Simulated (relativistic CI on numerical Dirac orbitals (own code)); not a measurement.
# Co²⁺: 3p photoemission multiplets

Wanted: the shape of the 3p photoemission spectrum of Co²⁺ in 3 surroundings, from the same atomic integrals.

Method: Dirac-Coulomb-Breit CI, KLI orbitals optimised for each configuration, model QED (radiative potential, 1s self-energy scaled to tabulated hydrogen-like ionisation energies), multiplet model of photoemission in the sudden approximation in a parametric crystal field. Code: relativistic CI on numerical Dirac orbitals (own code) version 1.

### 1 What is computed

* ion: Co²⁺ (Co III)
* nuclear charge: 27
* electrons: 25
* configurations: [Ar] 3d7 → [Ne] 3s2 3p5 3d7
* temperature: 300 K
* widths: Lorentz 0.8 eV, Gauss 0.6 eV
* surrounding 1: D4h, 10Dq = 16200, Ds = 1200, Dt = 80 cm⁻¹
* surrounding 2: D4h, 10Dq = 16200, Ds = 2100, Dt = 80 cm⁻¹
* surrounding 3: D4h, 10Dq = 16200, Ds = 3000, Dt = 80 cm⁻¹

### 2 Surrounding 1: D4h, 10Dq = 16200, Ds = 1200, Dt = 80

Settings of the run:

```ini
atom Co  Z=27  charge=2  electrons=25
nucleus A=59  rms_radius_fm=3.7875
hamiltonian dirac-coulomb  breit=on  qed=on  c_scale=1
orbitals kli  potential=per-configuration
slater_scale 1
correlation none
mixing on
configurations
  [Ar] 3d7
  [Ne] 3s2 3p5 3d7
end
photoemission 3p T=300 lorentz=0.8 gauss=0.6
crystal_field D4h 10Dq=16200 Ds=1200 Dt=80
```

### 3 Surrounding 2: D4h, 10Dq = 16200, Ds = 2100, Dt = 80

Settings: those of step 2 with these lines changed.

```diff
@@ -12,2 +12,2 @@
 photoemission 3p T=300 lorentz=0.8 gauss=0.6
-crystal_field D4h 10Dq=16200 Ds=1200 Dt=80
+crystal_field D4h 10Dq=16200 Ds=2100 Dt=80
```

### 4 Surrounding 3: D4h, 10Dq = 16200, Ds = 3000, Dt = 80

Settings: those of step 3 with these lines changed.

```diff
@@ -12,2 +12,2 @@
 photoemission 3p T=300 lorentz=0.8 gauss=0.6
-crystal_field D4h 10Dq=16200 Ds=2100 Dt=80
+crystal_field D4h 10Dq=16200 Ds=3000 Dt=80
```

(Steps that only read results are left out.)

**Question.** What will these runs give? Wanted: highest peak, first run; ground spin.

**Answer**, as computed:

| surrounding | ground S | centroid (eV) | spread (eV) | up to four highest peaks (% of the highest), eV |
| --- | --- | --- | --- | --- |
| 1: D4h | 1.50 | 96.94 | 8.51 | 88.9 (100), 91.1 (63), 93.2 (68), 99.3 (47) |
| 2: D4h | 1.50 | 96.94 | 8.50 | 89.1 (100), 91.3 (58), 93.5 (63), 111.4 (44) |
| 3: D4h | 1.50 | 96.94 | 8.50 | 89.1 (100), 91.6 (53), 93.8 (60), 111.5 (43) |

| quantity | value |
| --- | --- |
| highest peak, first run | 88.9 eV |
| ground spin (effective S from ⟨S²⟩) | 1.50 |

In words: The position of the maximum differs by up to 0.2 eV between the surroundings, by shifts of peaks or by peaks exchanging rank. Energies are those of the free ion without screening by ligands; binding energies in solids differ by tens of eV.
